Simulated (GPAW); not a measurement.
Set up this calculation in GPAW 26.7.0, as an ASE script.

```
Task                : relaxation of cell and atoms
Functional          : BLYP
Dispersion          : D3(BJ)
Potentials or basis : PAW data sets generated in the run's folder for this functional
Cutoff              : 600 eV
Basis               : pw
k mesh              : 8 × 8 × 8
Occupations         : fermi-dirac, width 0.05 eV
Spin                : no spin polarisation
Eigensolver         : davidson
Maxiter             : 150
Optimizer           : BFGS
Fmax                : 0.02 eV/Å
Max steps           : 60
Convergence         : density=1e-05 forces=0.0001
```

The structure of PtSe lies in PtSe.xyz:

```xyz
2
Lattice="0.0000000000 2.7984111300 2.7984111300 2.7984111300 0.0000000000 2.7984111300 2.7984111300 2.7984111300 0.0000000000" Properties=species:S:1:pos:R:3 pbc="T T T"
Pt     2.7984111300      2.7984111300      2.7984111300
Se     0.0000000000      0.0000000000      0.0000000000
```

The cell comes from a database or a generator and needn't be the stable form of this composition.

These files were run (other wordings do the same):

run.py

```python
from ase.calculators.mixing import SumCalculator
from ase.filters import FrechetCellFilter
from ase.io import read, write
from ase.optimize import BFGS
from dftd3.ase import DFTD3
from gpaw import GPAW, PW, setup_paths

setup_paths.insert(0, '.')

atoms = read('PtSe.xyz')

calc = GPAW(mode=PW(600),
            xc='BLYP',
            kpts={'size': (8, 8, 8), 'gamma': True},
            occupations={'name': 'fermi-dirac', 'width': 0.05},
            nbands=22,
            convergence={'density': 1e-05, 'forces': 0.0001},
            eigensolver='davidson',
            maxiter=150,
            txt='gpaw.txt')
atoms.calc = SumCalculator([calc, DFTD3(method='blyp', damping='d3bj')])
opt = BFGS(FrechetCellFilter(atoms), trajectory='relax.traj', logfile='-')
done = opt.run(fmax=0.02, steps=60)
calc.write('gs.gpw')
write('result.traj', atoms)
print('Converged:', done)
print('Cell:', atoms.cell.cellpar().round(4))
print('Volume:', round(atoms.get_volume(), 4))
print(atoms.get_scaled_positions().round(5))
```

Potentials or basis: PAW data sets generated in the run's folder for this functional, pw.

Launch:

```console
$ gpaw-setup -f BLYP Pt Se
$ OMP_NUM_THREADS=1 python run.py
```

It gave:

```yaml
Relaxed_volume: 18.20 Å³/atom
Relaxed_cell: a = 3.720 Å, b = 3.720 Å, c = 3.720 Å, α = 60.00°, β = 60.00°, γ = 60.00°
Space_group_after_relaxing_to_0.05_Å: Fm-3m (No. 225)
Energy_gained_by_relaxing: 223.7 meV/atom
Ionic_steps: 5
Pressure_after_relaxing: -0.1 GPa
Band_gap_on_the_k_mesh: none (metal or under the smearing width)
Dispersion_energy_per_atom: -1.287 eV
```

Caveat: later steps reuse the first step's grids; the volume moved by over 15 % at a fixed basis, so the end points are rough; pairwise dispersion overbinds metals, which lowers pressure and volume.

Wall time 94 s on 1 thread of Arm Neoverse V1, with other jobs on the host, peak memory 0.24 GiB.
